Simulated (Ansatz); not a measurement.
# AgF: a single-point run

Aim: a sound single-point run of AgF. The structure is shown as the input types it. The cell is built on a prototype (h-MgO type) and needn't be the phase found in nature.

Method: density functional or hybrid calculation with the settings of its input, plane waves (as first typed), in Ansatz 0.2.0.

## (1) Starting point

The structure is hexagonal, space group P6_3/mmc (No. 194). Conventional cell: a = 4.117 Å, b = 4.117 Å, c = 4.859 Å, α = 90.00°, β = 90.00°, γ = 120.00°. Around Ag (site symmetry -6m2) lie 5 F at 2.38 to 2.43 Å. F (site symmetry -6m2) is surrounded by 5 Ag at 2.38 to 2.43 Å.

As a file:

```xyz
4
Lattice="4.1172 0.0000 0.0000 -2.0586 3.5656 0.0000 0.0000 0.0000 4.8593" Properties=species:S:1:pos:R:3 pbc="T T T"
Ag    0.0000    2.3771    1.2148
Ag    2.0586    1.1885    3.6445
F     2.0586    1.1885    1.2148
F     0.0000    2.3771    3.6445
```

## (2) Running it

Input file input.yaml:

```yaml
crystal:
  lattice:
    - [4.1171875158, 0.0, 0.0]
    - [-2.0585937579, 3.5655889808, 0.0]
    - [0.0, 0.0, 4.8593432242]
  atoms:
    - { symbol: Ag, position: [0.3333333333, 0.6666666667, 0.25] }
    - { symbol: Ag, position: [0.6666666667, 0.3333333333, 0.75] }
    - { symbol: F, position: [0.6666666667, 0.3333333333, 0.25] }
    - { symbol: F, position: [0.3333333333, 0.6666666667, 0.75] }
kpoints:
  mp_grid: { grid: [6, 6, 4] }
hamiltonian:
  xc: pbesol
scf:
  occupations: { method: fermi_dirac, width: 0.02 }
  n_extra_bands: 5
  max_iter: 64
output:
  forces: true
  stress: true
  eigenvalues: true
basis:
  ecutwfc: 160
```

The run is started by

```sh
$ ansatz run input.yaml --threads 4 --pin off --max-ram 3686MiB --backend cpu --events-out ev --progress --plain --runs-dir out
```

What happens when this is run?

The program finished normally, with warnings (cutoff below recommended). Its log warns: «basis.ecutwfc = 160 eV is below the records' recommended 420 eV ...»

In the input, basis.ecutwfc is 160. The cutoff lies far under what these potentials need. The potentials' recommended cutoff is 420 eV.

To check: delete basis.ecutwfc (the default then holds).
